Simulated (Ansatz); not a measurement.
# doublet CHClGaNO+ at 5 levels

Wanted: a comparison of 5 runs (UHF/3-21G, UPBE-QIDH/6-31G*, UPBE/6-31G*, RPA@PBE0/6-31G*, UBCCD(T)/6-31G*) of doublet CHClGaNO+. 

Program for the calculation: Ansatz 0.2.0.

153 further runs of the same task are left out: 153 set aside as unsound or not needed. Runs told in other sessions of the task aren't counted.

### 1 Starting point

CHClGaNO+ has 6 atoms, charge +1, and is taken as a doublet. As SMILES of the parent species, `O=C=[N][GaH][Cl]`. The shape is that of a PBE0-D4/def2-TZVP optimisation. This is one conformer, not always the lowest. That shape belongs to the parent species and isn't relaxed for this state.

Bond lengths: O1–C2 1.163 Å, C2–N3 1.203 Å, N3–Ga4 1.824 Å, Ga4–Cl5 2.132 Å, Ga4–H6 1.540 Å. Angles: O1–C2–N3 176.4°, C2–N3–Ga4 142.4°, N3–Ga4–Cl5 115.2°, N3–Ga4–H6 121.8°, Cl5–Ga4–H6 123.0°.

### 2 The energy at UHF/3-21G (run 1)

Input file in.yaml:

```yaml
crystal:
  periodic: [false, false, false]
  atoms:
    - {symbol: O, position_ang: [-0.700200, -2.626600, -0.696700]}
    - {symbol: C, position_ang: [-0.691800, -1.486000, -0.467600]}
    - {symbol: N, position_ang: [-0.756800, -0.304700, -0.247900]}
    - {symbol: Ga, position_ang: [0.248500, 1.124400, 0.275700]}
    - {symbol: Cl, position_ang: [2.297400, 0.694600, 0.677800]}
    - {symbol: H, position_ang: [-0.354900, 2.534400, 0.412700]}
basis:
  gaussian:
    orbitals: 3-21G-spherical.json
total_charge: 1
magnetization:
  spin_polarized: true
  initial_magnetization: 1
hamiltonian:
  xc: hf
accuracy: high
output: {orbitals: {seedname: orbitals}}
```

The basis set 3-21G is read from a file made from the Basis Set Exchange's data (not shown).

The run is started by

```console
$ ansatz run in.yaml --threads 1 --pin off --max-ram 3480MiB --events-out events.jsonl --progress --plain --runs-dir runs
```

The program printed:

```text
Warning: RAYON_NUM_THREADS=1 ignored (pool sized by the plan → 1); use --threads N
Functional definition: HF
  name "HF"
  exchange = exact_x
  correlation = 0
1281 factors; integrals over basis functions are off by at most 5.9e-9 eV
mean field evaluation 1: about -69046.2288 eV, gradient 3.5e1 eV
mean field evaluation 2: about -69046.5419 eV, gradient 3.5e1 eV
mean field evaluation 4: about -69052.6061 eV, gradient 4.1e0 eV
mean field evaluation 8: about -69052.8502 eV, gradient 1.1e0 eV
mean field evaluation 16: about -69054.5247 eV, gradient 2.1e0 eV
mean field evaluation 32: about -69054.2876 eV, gradient 5.0e0 eV
mean field evaluation 64: about -69054.6760 eV, gradient 5.7e-2 eV
mean field evaluation 96: about -69054.6754 eV, gradient 6.0e-2 eV
mean field evaluation 128: about -69054.5810 eV, gradient 1.7e0 eV
mean field evaluation 160: about -69054.6013 eV, gradient 1.4e0 eV
mean field evaluation 192: about -69048.8272 eV, gradient 2.7e1 eV
mean field evaluation 224: about -69052.9562 eV, gradient 2.1e-1 eV
mean field evaluation 256: about -69052.9716 eV, gradient 5.3e-1 eV
mean field -69054.73336750 eV, -2537.7146442761 hartree, gradient 2.8e-8 eV, S^2 0.929105; 4 other end points of the search recorded, 0 dependent functions left out
reference -69054.73336750 eV, -2537.7146442761 hartree; 35, 34 occupied and 29, 30 virtual orbitals, 1281 factors
Total energy: -69054.73336750 eV, -2537.7146442761 hartree
```

Wall time 8.4 s (1 thread of Arm Neoverse V2, shared host); peak memory 0.29 GiB.

### 3 The energy at UPBE-QIDH/6-31G(d) (spherical functions) (run 2)

Input file run.yaml:

```yaml
basis:
  gaussian:
    orbitals: 6-31G_st_-spherical.json
crystal:
  periodic: [false, false, false]
  atoms:
    - {symbol: O, position_ang: [-0.700200, -2.626600, -0.696700]}
    - {symbol: C, position_ang: [-0.691800, -1.486000, -0.467600]}
    - {symbol: N, position_ang: [-0.756800, -0.304700, -0.247900]}
    - {symbol: Ga, position_ang: [0.248500, 1.124400, 0.275700]}
    - {symbol: Cl, position_ang: [2.297400, 0.694600, 0.677800]}
    - {symbol: H, position_ang: [-0.354900, 2.534400, 0.412700]}
total_charge: 1
magnetization:
  spin_polarized: true
  initial_magnetization: 1
hamiltonian:
  xc: {name: PBE-QIDH}
correlation:
  frozen_orbitals: {C: 1, Cl: 5, Ga: 9, H: 0, "N": 1, O: 1}
accuracy: high
output:
  orbitals: {seedname: orbitals}
```

The basis set 6-31G* is read from a file made from the Basis Set Exchange's data (not shown).

The run is started by

```console
$ ansatz run run.yaml --threads 1 --pin off --max-ram 3480MiB --events-out events.jsonl --progress --plain --runs-dir runs
```

The program printed (excerpt; [...] marks lines left out):

```text
Warning: RAYON_NUM_THREADS=1 ignored (pool sized by the plan → 1); use --threads N
Functional definition: PBE-QIDH
  name "PBE-QIDH"
[...]
1935 factors; integrals over basis functions are off by at most 5.4e-9 eV
[...]
mean field -69435.79129209 eV, -2551.7182647146 hartree, gradient 3.2e-8 eV, S^2 0.834236; 4 other end points of the search recorded, 0 dependent functions left out
17 core orbitals not correlated: weight in the atoms' cores, before any rotation towards them, 1.000 or more for the frozen orbitals, at most 0.000 for the correlated occupied ones
reference -69435.79129340 eV, -2551.7182647625 hartree; 18, 17 occupied and 59, 60 virtual orbitals, 1935 factors
second order -23.87964711 eV of doubles, -0.00000000 eV of singles
Total energy: -69443.75117577 eV, -2552.0107850442 hartree
```

It took 52 s on 1 thread of Arm Neoverse V2, shared host; peak memory 0.68 GiB.

Run 3 isn't shown in full; the table further down has it.

### 4 A single-point energy at RPA@PBE0/6-31G(d) (spherical functions) (run 4)

Input file job.yaml:

```yaml
crystal:
  periodic: [false, false, false]
  atoms:
    - {symbol: O, position_ang: [-0.700200, -2.626600, -0.696700]}
    - {symbol: C, position_ang: [-0.691800, -1.486000, -0.467600]}
    - {symbol: N, position_ang: [-0.756800, -0.304700, -0.247900]}
    - {symbol: Ga, position_ang: [0.248500, 1.124400, 0.275700]}
    - {symbol: Cl, position_ang: [2.297400, 0.694600, 0.677800]}
    - {symbol: H, position_ang: [-0.354900, 2.534400, 0.412700]}
basis:
  gaussian:
    orbitals: 6-31G_st_-spherical.json
total_charge: 1
magnetization:
  spin_polarized: true
  initial_magnetization: 1
hamiltonian:
  xc: {name: PBE0}
correlation:
  method: rpa
  frozen_orbitals: {C: 1, Cl: 5, Ga: 9, H: 0, "N": 1, O: 1}
accuracy: high
```

The basis set 6-31G* is read from a file made from the Basis Set Exchange's data (not shown).

The run is started by

```console
$ ansatz run job.yaml --threads 1 --pin off --max-ram 3480MiB --events-out events.jsonl --progress --plain --runs-dir runs
```

The program printed (excerpt; [...] marks lines left out):

```text
Warning: RAYON_NUM_THREADS=1 ignored (pool sized by the plan → 1); use --threads N
Functional definition: PBE0
  name "PBE0"
[...]
1935 factors; integrals over basis functions are off by at most 5.4e-9 eV
[...]
mean field -69457.89130102 eV, -2552.5304250630 hartree, gradient 4.7e-8 eV, S^2 0.767354; 8 other end points of the search recorded, 0 dependent functions left out
17 core orbitals not correlated: weight in the atoms' cores, before any rotation towards them, 1.000 or more for the frozen orbitals, at most 0.000 for the correlated occupied ones
reference -69385.57236040 eV, -2549.8727530144 hartree; 18, 17 occupied and 59, 60 virtual orbitals, 1935 factors
Total energy: -69414.78331471 eV, -2550.9462357855 hartree
```

It took 71 s on 1 thread of Arm Neoverse V2, shared host; peak memory 0.78 GiB.

### 5 The energy at UBCCD(T)/6-31G(d) (spherical functions) (run 5)

Input file input.yaml:

```yaml
crystal:
  periodic: [false, false, false]
  atoms:
    - {symbol: O, position_ang: [-0.700200, -2.626600, -0.696700]}
    - {symbol: C, position_ang: [-0.691800, -1.486000, -0.467600]}
    - {symbol: "N", position_ang: [-0.756800, -0.304700, -0.247900]}
    - {symbol: Ga, position_ang: [0.248500, 1.124400, 0.275700]}
    - {symbol: Cl, position_ang: [2.297400, 0.694600, 0.677800]}
    - {symbol: H, position_ang: [-0.354900, 2.534400, 0.412700]}
basis:
  gaussian:
    orbitals: 6-31G_st_-spherical.json
total_charge: 1
magnetization:
  spin_polarized: true
  initial_magnetization: 1
correlation:
  method: bccd_t
  frozen_orbitals: {C: 1, Cl: 5, Ga: 9, H: 0, "N": 1, O: 1}
accuracy: high
scf:
  omitted_lower_state_checks: [cluster_reference, increment]
```

The basis set 6-31G* is read from a file made from the Basis Set Exchange's data (not shown).

The run is started by

```console
$ ansatz run input.yaml --threads 1 --pin off --max-ram 3480MiB --events-out events.jsonl --progress --plain --runs-dir runs
```

The program printed:

```text
Warning: RAYON_NUM_THREADS=1 ignored (pool sized by the plan → 1); use --threads N
[... 18 lines left out ...]
17 core orbitals not correlated: weight in the atoms' cores, before any rotation towards them, 1.000 or more for the frozen orbitals, at most 0.000 for the correlated occupied ones
[... 52 lines left out ...]
Total energy: -69409.32075873 eV, -2550.7454905558 hartree
Checks for a lower state left out: cluster_reference, increment
```

It took 4.1 min on 1 thread of Arm Neoverse V2, shared host; peak memory 1.5 GiB.

### 6 The series

| run | level | frozen core orbitals | energy (Eh) | HOMO energy (eV) | LUMO energy (eV) | ⟨S²⟩ | wall time |
| --- | --- | --- | --- | --- | --- | --- | --- |
| 1 | UHF/3-21G | – | -2537.714644 | -17.08 | -7.95 | 0.929 | 8.4 s |
| 2 | UPBE-QIDH/6-31G* (spherical functions) | 17 | -2552.010785 | -16.15 | -10.75 | 0.834 | 52 s |
| 3 | UPBE/6-31G* (spherical functions) | – | -2552.471701 | -13.75 | -13.55 | 0.754 | 46 s |
| 4 | RPA@PBE0/6-31G* (spherical functions) | 17 | -2550.946236 | – | – | 0.767 | 71 s |
| 5 | UBCCD(T)/6-31G* (spherical functions) | 17 | -2550.745491 | – | – | 0.918 | 4.1 min |

### 7 Summary of results

| quantity | value |
| --- | --- |
| run 5: total energy | -2550.74549 Eh |
| run 5: correlation energy (17 core orbitals frozen) | -808.7 mEh |
| run 5: (T) correction | -31.71 mEh |
| run 5: ⟨S²⟩ of the reference determinant | 0.918 |

Totals of different functionals can't be ranked against each other. Spin contamination of the reference: run 1 ⟨S²⟩ = 0.93, run 5 ⟨S²⟩ = 0.92. All runs together took 7 min, the longest 4.1 min.
